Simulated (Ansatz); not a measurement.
# C₂H₄AlF (SMILES FC=[CH][AlH2]): single points off equilibrium

The task here is to estimate one member of a computed series from the others.

Program: Ansatz 0.2.0, Gaussian basis. Level of theory: single points in def2-TZVPP. These are calculated values, not measurements.

Cores are frozen in the correlated methods.

### The starting structure

SMILES `FC=[CH][AlH2]`, 8 atoms, charge 0, spin multiplicity 1.

Atoms are counted from 1 here; the program's logs count them from 0.

Bond lengths: F1–C2 1.307 Å, C2–C3 1.306 Å, C2–H5 1.144 Å, C3–Al4 2.021 Å, C3–H6 1.007 Å, Al4–H7 1.472 Å, Al4–H8 1.576 Å. Angles: F1–C2–C3 117.8°, F1–C2–H5 114.2°, C3–C2–H5 128.0°, C2–C3–Al4 107.4°, C2–C3–H6 116.7°, Al4–C3–H6 136.0°, C3–Al4–H7 125.3°, C3–Al4–H8 116.3°, H7–Al4–H8 118.1°.

Coordinates:

```mol
C2H4AlF
  3D, bonds by distance, orders not assigned

  8  7  0  0  0  0  0  0  0  0999 V2000
    0.3338    0.6634   -1.4568 F   0  0
    0.4216    1.2128   -0.2740 C   0  0
    0.0783    0.4910    0.7593 C   0  0
   -0.3917   -1.3527    0.0774 Al  0  0
    0.7814    2.2992   -0.2864 H   0  0
    0.1103    0.9437    1.6577 H   0  0
   -0.4609   -1.7438   -1.3400 H   0  0
   -0.8471   -2.4022    1.1613 H   0  0
  1  2  8  0
  2  3  8  0
  2  5  8  0
  3  4  8  0
  3  6  8  0
  4  7  8  0
  4  8  8  0
M  END
```

The first run:

run/in.yaml reads:

```yaml
crystal:
  periodic: [false, false, false]
  atoms:
    - {symbol: F, position_ang: [0.333800, 0.663400, -1.456800]}
    - {symbol: C, position_ang: [0.421600, 1.212800, -0.274000]}
    - {symbol: C, position_ang: [0.078300, 0.491000, 0.759300]}
    - {symbol: Al, position_ang: [-0.391700, -1.352700, 0.077400]}
    - {symbol: H, position_ang: [0.781400, 2.299200, -0.286400]}
    - {symbol: H, position_ang: [0.110300, 0.943700, 1.657700]}
    - {symbol: H, position_ang: [-0.460900, -1.743800, -1.340000]}
    - {symbol: H, position_ang: [-0.847100, -2.402200, 1.161300]}
basis:
  gaussian: {orbitals: def2-TZVPP}
correlation: {method: ccsd_t}
output: {forces: true}
```

No record of the launch command was kept for these runs.

Steps of the session up to this table: CCSD(T)/def2-TZVPP; PBE0-D4/def2-TZVPP; wB97M-V/def2-TZVPP; r2SCAN-D4/def2-TZVPP; PBE-D4/def2-TZVPP; BHLYP-D4/def2-TZVPP; HSE06-D4/def2-TZVPP.

One table of the session follows, with a row left open; its other results are not shown here.

```
   method  RMS force component (eV/Å)  angle to CCSD(T) forces (°)  dipole (D)
  CCSD(T)                       1.527                    reference        1.50
  PBE0-D4                           ?                            ?           ?
  wB97M-V                       1.489                          8.2        1.52
r2SCAN-D4                       1.503                          6.2        1.57
   PBE-D4                       1.544                          5.9        1.52
 BHLYP-D4                       1.432                         13.1        1.55
 HSE06-D4                       1.467                          8.4        1.54
```

Estimate the missing values for PBE0-D4.

**Answer.** RMS force component (eV/Å): 1.468; angle to CCSD(T) forces (°): 8.6; dipole (D): 1.54. In the column «RMS force component (eV/Å)» it lies between HSE06-D4 (1.467) and wB97M-V (1.489).
